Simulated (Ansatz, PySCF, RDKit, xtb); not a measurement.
# CH6SiTe: from the formula to a structure, part 2 of 2

Task: start from the formula CH6SiTe, draw up candidate structures, narrow them down in stages, and characterise the one that lies lowest at 400 K.

xtb, Ansatz and PySCF; isolated molecules. Earlier steps stand in the parts before.

### Step 11. Putting it together

Energies in kcal/mol from c105a; G adds the thermal terms to the CCSD(T)/def2-TZVP energy. The columns left of the relaxed level are at the tight-binding geometries.

| label | SMILES | spin | GFN2-xTB | HF/STO-3G | r2SCAN-D4/def2-SVP | B3LYP-D3(BJ)/def2-SVP | HF/def2-TZVP | MP2/def2-TZVP | CCSD(T)/def2-TZVP | G | share at equilibrium | T1 |
| --- | --- | --- | --- | --- | --- | --- | --- | --- | --- | --- | --- | --- |
| c105a | C[SiH2][TeH] | singlet | 0.0 | 0.0 | 0.0 | 0.0 | 0.0 | 0.0 | 0.0 | 0.0 | 100.0 % | 0.011 |
| c568a | C[Te][SiH3] | singlet | 1.9 | 6.9 | 11.0 | 10.1 | 10.4 | 8.9 | 9.0 | 9.6 | < 0.1 % | 0.011 |
| c676 | [SiH3]C[TeH] | singlet | 16.7 | 27.5 | 24.9 | 23.5 | 24.5 | 23.4 | 22.6 | 21.3 | < 0.1 % | 0.011 |

Lowest found: c105a, `C[SiH2][TeH]`, a singlet of point group C1. Bond lengths: C1–Si2 1.882 Å, Si2–Te3 2.532 Å, C1–H4 1.101 Å, C1–H5 1.103 Å, C1–H6 1.101 Å, Si2–H7 1.491 Å, Si2–H8 1.491 Å, Te3–H9 1.673 Å. Some angles: C1–Si2–Te3 112.1°, C1–Si2–H7 111.4°, C1–Si2–H8 110.5°, Te3–Si2–H7 103.8°, Te3–Si2–H8 109.8°, Si2–C1–H4 110.6°, Si2–C1–H5 110.4°, Si2–C1–H6 110.6°, Si2–Te3–H9 91.4°, H7–Si2–H8 109.0°.

```xyz
9

C    -1.9410    0.4527   -0.7023
Si   -1.4301   -1.3240   -1.0547
Te   -1.5301   -2.7713    1.0207
H    -1.2577    0.9144    0.0274
H    -1.9137    1.0512   -1.6282
H    -2.9602    0.4874   -0.2886
H    -2.3770   -1.9864   -1.9974
H    -0.0567   -1.3674   -1.6337
H    -0.3469   -1.8544    1.7679
```

### Step 12. Density, orbitals and dipole (PBE0/def2-TZVPD)

input.yaml

```yaml
crystal:
  periodic: [false, false, false]
  atoms:
    - {symbol: C, position_ang: [-1.940991, 0.452653, -0.702330]}
    - {symbol: Si, position_ang: [-1.430139, -1.324036, -1.054652]}
    - {symbol: Te, position_ang: [-1.530079, -2.771301, 1.020689]}
    - {symbol: H, position_ang: [-1.257663, 0.914370, 0.027419]}
    - {symbol: H, position_ang: [-1.913727, 1.051202, -1.628201]}
    - {symbol: H, position_ang: [-2.960229, 0.487375, -0.288638]}
    - {symbol: H, position_ang: [-2.376961, -1.986391, -1.997399]}
    - {symbol: H, position_ang: [-0.056747, -1.367409, -1.633736]}
    - {symbol: H, position_ang: [-0.346922, -1.854448, 1.767861]}
basis:
  gaussian: {orbitals: def2-TZVPD}
hamiltonian: {xc: {name: PBE0}}
total_charge: 0
output: {forces: true, orbitals: {seedname: orbitals}}
```

Started as:

```
$ ansatz run input.yaml --threads 2 --pin off --max-ram 4350MiB --events-out events.jsonl --progress --plain --runs-dir runs
```

What it wrote, shortened:

```text
Warning: RAYON_NUM_THREADS=2 ignored (pool sized by the plan → 2); use --threads N
Functional definition: PBE0
  name "PBE0"
[...]
1253 factors; their error is unknown
[...]
mean field -16302.77061709 eV, -599.1157697631 hartree, gradient 3.2e-5 eV, S^2 0.000000; 0 other end points of the search recorded, 0 dependent functions left out
[...]
reference -16302.77065682 eV, -599.1157712233 hartree; 25, 25 occupied and 168, 168 virtual orbitals, 1253 factors
Total energy: -16302.77065682 eV, -599.1157712233 hartree
Atom 0 at    -1.940991     0.452653    -0.702330 Å, force    -0.012965     0.057123     0.012403 eV/Å
Atom 1 at    -1.430139    -1.324036    -1.054652 Å, force    -0.064511     0.071135     0.209047 eV/Å
Atom 2 at    -1.530079    -2.771301     1.020689 Å, force     0.184759     0.284092    -0.140365 eV/Å
Atom 3 at    -1.257663     0.914370     0.027419 Å, force    -0.185241    -0.129203    -0.202027 eV/Å
Atom 4 at    -1.913727     1.051202    -1.628201 Å, force    -0.007320    -0.168236     0.246780 eV/Å
Atom 5 at    -2.960229     0.487375    -0.288638 Å, force     0.277433    -0.009259    -0.117880 eV/Å
Atom 6 at    -2.376961    -1.986391    -1.997399 Å, force     0.056673     0.032176     0.056479 eV/Å
Atom 7 at    -0.056747    -1.367409    -1.633736 Å, force    -0.083074    -0.006325     0.039211 eV/Å
Atom 8 at    -0.346922    -1.854448     1.767861 Å, force    -0.165754    -0.131504    -0.103648 eV/Å
Dipole moment:    -0.018609     0.274888    -0.106272 e Å
```

Run time: 6.3 s. Hardware: 2 threads of Arm Neoverse V1, shared host.

### Step 13. Frequencies after a tight-binding relaxation (GFN2-xTB)

start.xyz

```xyz
9
c105a
C     -1.940991     0.452653    -0.702330
Si    -1.430139    -1.324036    -1.054652
Te    -1.530079    -2.771301     1.020689
H     -1.257663     0.914370     0.027419
H     -1.913727     1.051202    -1.628201
H     -2.960229     0.487375    -0.288638
H     -2.376961    -1.986391    -1.997399
H     -0.056747    -1.367409    -1.633736
H     -0.346922    -1.854448     1.767861
```

Started as:

```
$ xtb start.xyz --gfn 2 --ohess tight
```

What it wrote, shortened:

```text
* xtb version 6.7.1
[...]
          :  # basis functions                  30          :
[...]
          :  # electrons                        20          :
[...]
          :  Hamiltonian                  GFN2-xTB          :
[...]
          :  net charge                          0          :
          :  unpaired electrons                  0          :
[...]
   *** convergence criteria satisfied after 13 iterations ***
[...]
   *** GEOMETRY OPTIMIZATION CONVERGED AFTER 20 ITERATIONS ***
[...]
   *** convergence criteria satisfied after 3 iterations ***
[...]
         ::                     SUMMARY                     ::
         :::::::::::::::::::::::::::::::::::::::::::::::::::::
         :: total energy             -10.017322073835 Eh    ::
         :: gradient norm              0.000100629298 Eh/a0 ::
         :: HOMO-LUMO gap              4.170171684914 eV    ::
         ::.................................................::
         :: SCC energy               -10.111853950487 Eh    ::
         :: -> isotropic ES            0.011946202445 Eh    ::
         :: -> anisotropic ES          0.001399783886 Eh    ::
         :: -> anisotropic XC          0.001856123880 Eh    ::
         :: -> dispersion             -0.005739724642 Eh    ::
         :: repulsion energy           0.094531876652 Eh    ::
         :: add. restraining           0.000000000000 Eh    ::
         :: total charge              -0.000000000000 e     ::
         :::::::::::::::::::::::::::::::::::::::::::::::::::::
[...]
        10        2.0000           -0.3434194              -9.3449 (HOMO)
        11                         -0.1901688              -5.1748 (LUMO)
[...]
molecular dipole:
                 x           y           z       tot (Debye)
 q only:        0.064      -0.141       0.008
   full:       -0.077       0.320      -0.376       1.270
molecular quadrupole (traceless):
[...]
          | TOTAL ENERGY              -10.017322073833 Eh   |
          | TOTAL ENTHALPY             -9.950681271090 Eh   |
          | TOTAL FREE ENERGY          -9.989560083619 Eh   |
          | GRADIENT NORM               0.000100504055 Eh/α |
[...]
```

Wall time 0.17 s (2 threads of Arm Neoverse V1, shared host).

### Step 14. Electronic excitations (TD-B3LYP/def2-SVPD)

An in-house driver calls PySCF's response routines at TD-B3LYP/def2-SVPD; it has no typed input.

What it wrote:

```text
coarse grid: 34456 points
cycle   1  E = -596.7607218990  dE = -2.569e+01  |g| = 3.078e+00  |ddm| = 1.132e+01
cycle   2  E = -588.0810335923  dE =  8.680e+00  |g| = 4.216e+00  |ddm| = 4.074e+01
cycle   3  E = -596.5881947019  dE = -8.507e+00  |g| = 2.047e+00  |ddm| = 4.006e+01
cycle   4  E = -598.9780004888  dE = -2.390e+00  |g| = 8.966e-01  |ddm| = 4.965e+00
cycle   5  E = -599.1980917159  dE = -2.201e-01  |g| = 3.369e-01  |ddm| = 1.468e+00
cycle   6  E = -599.2388654457  dE = -4.077e-02  |g| = 7.303e-02  |ddm| = 6.551e-01
cycle   7  E = -599.2401444088  dE = -1.279e-03  |g| = 3.733e-02  |ddm| = 1.652e-01
cycle   8  E = -599.2407015096  dE = -5.571e-04  |g| = 6.702e-03  |ddm| = 6.700e-02
cycle   9  E = -599.2407204353  dE = -1.893e-05  |g| = 1.543e-03  |ddm| = 1.293e-02
cycle  10  E = -599.2407212532  dE = -8.180e-07  |g| = 3.978e-04  |ddm| = 3.150e-03
final grid: 69416 points
cycle  11  E = -599.2406981892  dE = -4.744e-08  |g| = 4.371e-04  |ddm| = 4.657e-03
cycle  12  E = -599.2406981511  dE =  3.808e-08  |g| = 5.326e-04  |ddm| = 1.630e-03
cycle  13  E = -599.2406982647  dE = -1.136e-07  |g| = 3.647e-05  |ddm| = 9.123e-04
cycle  14  E = -599.2406982652  dE = -4.627e-10  |g| = 6.457e-06  |ddm| = 6.632e-05
converged SCF energy = -599.2406982652

Static polarisability (au): isotropic 87.240, principal 74.144 80.471 107.104

Singlet excitations
state   eV       nm        f      main configurations
  1   4.1228    300.7   0.00023   H->L 0.99
  2   4.6774    265.1   0.02792   H->L+1 0.99
  3   5.5483    223.5   0.02806   H->L+2 0.92
  4   5.9408    208.7   0.00307   H->L+3 0.91
  5   6.1666    201.1   0.00889   H->L+4 0.43, H-1->L 0.18, H->L+6 0.14
  6   6.2354    198.8   0.03580   H->L+4 0.48, H-1->L 0.31, H->L+6 0.15
  7   6.3238    196.1   0.06028   H->L+5 0.91
  8   6.4220    193.1   0.01554   H-1->L+1 0.32, H->L+7 0.24, H->L+6 0.22

Triplet excitations (Tamm-Dancoff, eV): 3.7316 4.2851 5.3212
```

Wall time 7.5 s (2 threads of Arm Neoverse V1, shared host).

The roots found:

| excited state | energy (eV) | strength |
| --- | --- | --- |
| 1 | 4.123 | 0.0002 |
| 2 | 4.677 | 0.0279 |
| 3 | 5.548 | 0.0281 |
| 4 | 5.941 | 0.0031 |
| 5 | 6.167 | 0.0089 |
| 6 | 6.235 | 0.0358 |
| 7 | 6.324 | 0.0603 |
| 8 | 6.422 | 0.0155 |

### Step 15. The cation at the same geometry (PBE0/def2-TZVPD)

Edit input.yaml of step 12 so:

```diff
@@ -13,5 +13,9 @@
 basis:
-  gaussian: {orbitals: def2-TZVPD}
-hamiltonian: {xc: {name: PBE0}}
-total_charge: 0
-output: {forces: true, orbitals: {seedname: orbitals}}
+  gaussian:
+    orbitals: def2-TZVPD
+total_charge: 1
+hamiltonian:
+  xc: pbe0
+magnetization:
+  spin_polarized: true
+  initial_magnetization: 1
```

Started as:

```
$ ansatz run input.yaml --threads 2 --pin off --max-ram 4350MiB --events-out events.jsonl --progress --plain --runs-dir runs
```

What it wrote:

```text
Warning: RAYON_NUM_THREADS=2 ignored (pool sized by the plan → 2); use --threads N
[... 2 set-up lines as earlier in the session ...]
  parameter a = 0.25
  parameter kappa = 0.804
  parameter beta = 0.06672455060314922
  exchange = (1 - a)*pbe_x(kappa = kappa, mu = beta*pi^2/3) + a*exact_x
  correlation = pbe_c(beta = beta)
1253 factors; their error is unknown
mean field evaluation 1: about -16283.0614 eV, gradient 4.7e1 eV
mean field evaluation 2: about -16250.0134 eV, gradient 7.5e1 eV
mean field evaluation 4: about -16294.0400 eV, gradient 6.3e0 eV
mean field evaluation 8: about -16294.2124 eV, gradient 1.2e-1 eV
mean field evaluation 16: about -16294.3627 eV, gradient 2.8e-3 eV
mean field -16294.36268571 eV, -598.8067839842 hartree, gradient 7.0e-5 eV, S^2 0.754877; 0 other end points of the search recorded, 0 dependent functions left out
reference -16294.36271977 eV, -598.8067852356 hartree; 25, 24 occupied and 168, 169 virtual orbitals, 1253 factors
Total energy: -16294.36271977 eV, -598.8067852356 hartree
```

It took 9.3 s on 2 threads of Arm Neoverse V1, shared host; peak memory 0.56 GiB.

Difference from the parent: 8.41 eV.

### Step 16. The anion at the same geometry (PBE0/def2-TZVPD)

Edit input.yaml of step 15 so:

```diff
@@ -15,5 +15,3 @@
     orbitals: def2-TZVPD
-total_charge: 1
-hamiltonian:
-  xc: pbe0
+total_charge: -1
 magnetization:
@@ -21 +19,5 @@
   initial_magnetization: 1
+hamiltonian:
+  xc: {name: PBE0}
+scf:
+  lower_state_search: off
```

Started as:

```
$ ansatz run input.yaml --threads 2 --pin off --max-ram 4350MiB --events-out events.jsonl --progress --plain --runs-dir runs
```

What it wrote, shortened:

```text
Warning: RAYON_NUM_THREADS=2 ignored (pool sized by the plan → 2); use --threads N
[... 2 set-up lines as earlier in the session ...]
[...]
1253 factors; their error is unknown
[...]
mean field -16302.18578882 eV, -599.0942777206 hartree, gradient 7.4e-6 eV, S^2 0.751250; 0 other end points of the search recorded, 0 dependent functions left out
reference -16302.18583730 eV, -599.0942795024 hartree; 26, 25 occupied and 167, 168 virtual orbitals, 1253 factors
Total energy: -16302.18583730 eV, -599.0942795024 hartree
Checks for a lower state left out: stability, starts, cluster_reference, orbital_swaps, neighbouring_geometries, increment
```

It took 8.4 s on 2 threads of Arm Neoverse V1, shared host; peak memory 0.51 GiB.

Parent less the species with the added electron: -0.58 eV. The extra electron isn't bound at this geometry, so the number measures the basis, not the molecule.

### Step 17. The triplet at the same geometry (PBE0/def2-TZVPD)

Edit input.yaml of step 16 so:

```diff
@@ -15,9 +15,7 @@
     orbitals: def2-TZVPD
-total_charge: -1
+total_charge: 0
 magnetization:
   spin_polarized: true
-  initial_magnetization: 1
+  initial_magnetization: 2
 hamiltonian:
   xc: {name: PBE0}
-scf:
-  lower_state_search: off
```

Started as:

```
$ ansatz run input.yaml --threads 2 --pin off --max-ram 4350MiB --events-out events.jsonl --progress --plain --runs-dir runs
```

What it wrote, shortened:

```text
Warning: RAYON_NUM_THREADS=2 ignored (pool sized by the plan → 2); use --threads N
[... 7 set-up lines as earlier in the session ...]
1253 factors; their error is unknown
mean field evaluation 1: about -16291.9705 eV, gradient 3.6e1 eV
mean field evaluation 2: about -16272.8405 eV, gradient 5.7e1 eV
mean field evaluation 4: about -16298.6197 eV, gradient 4.7e0 eV
mean field evaluation 8: about -16298.7803 eV, gradient 2.5e-1 eV
mean field evaluation 16: about -16298.9340 eV, gradient 4.7e-3 eV
mean field evaluation 32: about -16298.5338 eV, gradient 3.1e0 eV
mean field -16298.93400386 eV, -598.9747768277 hartree, gradient 3.9e-5 eV, S^2 2.006616; 4 other end points of the search recorded, 0 dependent functions left out
reference -16298.93406172 eV, -598.9747789538 hartree; 26, 24 occupied and 167, 169 virtual orbitals, 1253 factors
Total energy: -16298.93406172 eV, -598.9747789538 hartree
```

It took 13 s on 2 threads of Arm Neoverse V1, shared host; peak memory 0.57 GiB.

It lies 3.84 eV above the singlet.

### Step 18. Stability of the closed-shell solution (PBE0/def2-SVP)

calc.py

```python
from pyscf import gto, dft

mol = gto.M(
    atom=[
    ('C', (-1.940991, 0.452653, -0.702330)),
    ('Si', (-1.430139, -1.324036, -1.054652)),
    ('Te', (-1.530079, -2.771301, 1.020689)),
    ('H', (-1.257663, 0.914370, 0.027419)),
    ('H', (-1.913727, 1.051202, -1.628201)),
    ('H', (-2.960229, 0.487375, -0.288638)),
    ('H', (-2.376961, -1.986391, -1.997399)),
    ('H', (-0.056747, -1.367409, -1.633736)),
    ('H', (-0.346922, -1.854448, 1.767861)),
],
    basis='def2-svp',
    verbose=3,
    max_memory=3100,
    ecp={'Te': 'def2-svp'},
    spin=0,
)

myscf = dft.RKS(mol, xc='pbe0')
myscf = myscf.density_fit(auxbasis='def2-universal-jkfit')
myscf.max_cycle = 100
myscf.grids.level = 3
myscf.kernel()
if not myscf.converged:
    myscf = myscf.newton().run(myscf.mo_coeff, myscf.mo_occ)

energy = myscf.e_tot
print('Final energy', energy)
mo_i, mo_e, stable_i, stable_e = myscf.stability(internal=True, external=True, return_status=True)
print('stable: internal', stable_i, 'external', stable_e)
```

Started as:

```
$ OMP_NUM_THREADS=2 python calc.py
```

What it wrote:

```text
converged SCF energy = -598.958385635794
Final energy -598.9583856357938
<class 'pyscf.df.df_jk.DFRKS'> wavefunction is stable in the internal stability analysis
<class 'pyscf.df.df_jk.DFRKS'> wavefunction is stable in the real -> complex stability analysis
<class 'pyscf.df.df_jk.DFRKS'> wavefunction is stable in the RHF/RKS -> UHF/UKS stability analysis
stable: internal True external True
```

Run time: 56 s. Hardware: 2 threads of Arm Neoverse V1, shared host; peak memory 0.52 GiB.

### Step 19. What came out

What follows sums up all 2 parts.

```
                                                        quantity                                                                    value
                                          lowest structure found                                                C[SiH2][TeH], singlet, C1
                                                   next finalist                           C[Te][SiH3], singlet, 9.6 kcal/mol higher in G
                       share at equilibrium, among the finalists                                                                  100.0 %
                                                          funnel  16 starts, 11 minima at GFN2-xTB, 9 screening runs, 3 relaxed, 3 ranked
                                            CPU time of all runs                                                                   23 min
harmonic wavenumbers, lowest and highest (B3LYP-D3(BJ)/def2-SVP)                                                        123 and 3138 cm⁻¹
                             rotational constants, same geometry                                            0.4576, 0.05761, 0.05335 cm⁻¹
                                 dipole moment (PBE0/def2-TZVPD)                                                                   1.42 D
                                   HOMO energy (PBE0/def2-TZVPD)                                                                 -6.39 eV
                                   LUMO energy (PBE0/def2-TZVPD)                                                                 -0.69 eV
                                 HOMO–LUMO gap (PBE0/def2-TZVPD)                                                                  5.70 eV
                          lowest excitation (TD-B3LYP/def2-SVPD)                                                      4.12 eV (f = 0.000)
                    strongest of the states computed, same level                                                      6.32 eV (f = 0.060)
             lowest triplet excitation, same level, Tamm-Dancoff                                                                  3.73 eV
                                      vertical ionisation energy                                                                  8.41 eV
                                      vertical electron affinity                       -0.58 eV (unbound: the value depends on the basis)
                                   vertical triplet less singlet                                                                 +3.84 eV
```

What this shows: The search ends on `C[SiH2][TeH]`. Among the finalists first place is clear (9.6 kcal/mol); structures outside the list aren't covered. GFN2-xTB, HF/STO-3G, r2SCAN-D4/def2-SVP, B3LYP-D3(BJ)/def2-SVP, HF/def2-TZVP and MP2/def2-TZVP already put its bonding pattern lowest among the structures in one piece. The largest share of the time went into the vibrations (35 %). Spin-orbit coupling, which matters for elements this heavy, is left out. The search is not exhaustive (a finite list of starts, one conformer a finalist), so a lower isomer can't be ruled out. Patterns outside the rules of the enumeration were met only by chance.
